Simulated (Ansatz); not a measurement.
# B3CeH12 (Ce(BH4)3): the cost of one run

Program: Ansatz 0.2.0. Level of theory: DFT PBE, plane waves, PAW, molecule in a box with 9 Å of vacuum. These are calculated values, not measurements.

6 further runs of the same task are left out: 2 for a known fault of the program, 4 that didn't finish.

### Step 1. The system as given

16 atoms, charge 0, spin multiplicity 1.

Bond lengths: Ce1–B2 2.572 Å, Ce1–H4 2.371 Å, Ce1–H5 2.371 Å, Ce1–H6 2.400 Å, Ce1–B7 2.572 Å, Ce1–H9 2.371 Å, Ce1–H10 2.371 Å, Ce1–H11 2.400 Å, Ce1–B12 2.572 Å, Ce1–H14 2.371 Å, Ce1–H15 2.371 Å, Ce1–H16 2.400 Å, B2–H3 1.206 Å, B2–H4 1.259 Å, B2–H5 1.259 Å, B2–H6 1.250 Å, B7–H8 1.206 Å, B7–H9 1.259 Å and more. Angles: B2–Ce1–H4 29.2°, B2–Ce1–H5 29.2°, B2–Ce1–H6 28.9°, B2–Ce1–B7 120.0°, B2–Ce1–H9 102.9°, B2–Ce1–H10 102.9°, B2–Ce1–H11 148.9°, B2–Ce1–B12 120.0°, B2–Ce1–H14 130.6°, B2–Ce1–H15 130.6°, B2–Ce1–H16 91.1°, H4–Ce1–H5 49.6°, H4–Ce1–H6 49.8°, H4–Ce1–B7 130.6°, H4–Ce1–H9 103.6°, H4–Ce1–H10 126.0°, H4–Ce1–H11 151.1°, H4–Ce1–B12 102.9° and more.

Geometry (Å):

```xyz
16
B3CeH12
Ce    0.0000    0.0000    0.0000
B     2.5724    0.0114    0.0000
H     3.7782   -0.0080    0.0000
H     2.0728   -0.5766    0.9952
H     2.0728   -0.5766   -0.9952
H     2.0965    1.1672    0.0000
B    -1.2961    2.2220    0.0000
H    -1.8821    3.2760    0.0000
H    -0.5371    2.0834    0.9952
H    -0.5371    2.0834   -0.9952
H    -2.0591    1.2320    0.0000
B    -1.2763   -2.2335    0.0000
H    -1.8961   -3.2680    0.0000
H    -1.5357   -1.5069    0.9952
H    -1.5357   -1.5069   -0.9952
H    -0.0374   -2.3992    0.0000
```

Formal oxidation states: Ce +3. Each metal's 1 4f electrons lie in its core potential, so multiplicities, spins and levels count the valence alone. In the runs below they are in the valence, and the state is a doublet. An earlier session relaxed this geometry at PBE0, Ce lcecp-1-SVP with ECP47, B def2-SVP, H def2-SVP (singlet, point group C3h).

### Step 2. Scalar-relativistic

Input file input.yaml:

```yaml
crystal:
  lattice:
    - [14.84, 0.0, 0.0]
    - [0.0, 15.54, 0.0]
    - [0.0, 0.0, 10.99]
  atoms:
    - { symbol: Ce, position: [0.4419872, 0.4998713, 0.50002184], spin: 1.0 }
    - { symbol: B, position: [0.61532884, 0.50060746, 0.50002184] }
    - { symbol: H, position: [0.69658288, 0.49935521, 0.50002184] }
    - { symbol: H, position: [0.58166509, 0.46277027, 0.59058053] }
    - { symbol: H, position: [0.58166509, 0.46277027, 0.40946315] }
    - { symbol: H, position: [0.58326146, 0.57498134, 0.50002184] }
    - { symbol: B, position: [0.35464892, 0.64285972, 0.50002184] }
    - { symbol: H, position: [0.31515768, 0.71068404, 0.50002184] }
    - { symbol: H, position: [0.4057938, 0.63393822, 0.59058053] }
    - { symbol: H, position: [0.4057938, 0.63393822, 0.40946315] }
    - { symbol: H, position: [0.3032345, 0.57915315, 0.50002184] }
    - { symbol: B, position: [0.35598383, 0.35614736, 0.50002184] }
    - { symbol: H, position: [0.31422102, 0.28957529, 0.50002184] }
    - { symbol: H, position: [0.33850202, 0.40290605, 0.59058053] }
    - { symbol: H, position: [0.33850202, 0.40290605, 0.40946315] }
    - { symbol: H, position: [0.43946429, 0.34548005, 0.50002184] }
basis:
  ecutwfc: 420
  ecutrho_ratio: 4
kpoints:
  mp_grid: { grid: [1, 1, 1] }
hamiltonian:
  xc: pbe
scf:
  occupations: { method: gaussian, width: 0.01 }
output:
  forces: true
  eigenvalues: true
  populations: true
  hubbard: { sites: [{ species: Ce, l: f }] }
magnetization:
  spin_polarized: true
```

On the command line:

```
$ ansatz run input.yaml --threads 4 --pin off --max-ram 8192MiB --backend cpu --events-out ev --progress --plain --runs-dir out
```

Q: Estimate wall time and peak memory on 4 threads of Arm Neoverse V1, shared host.

About 30 s, with a peak of 1.7 GiB.
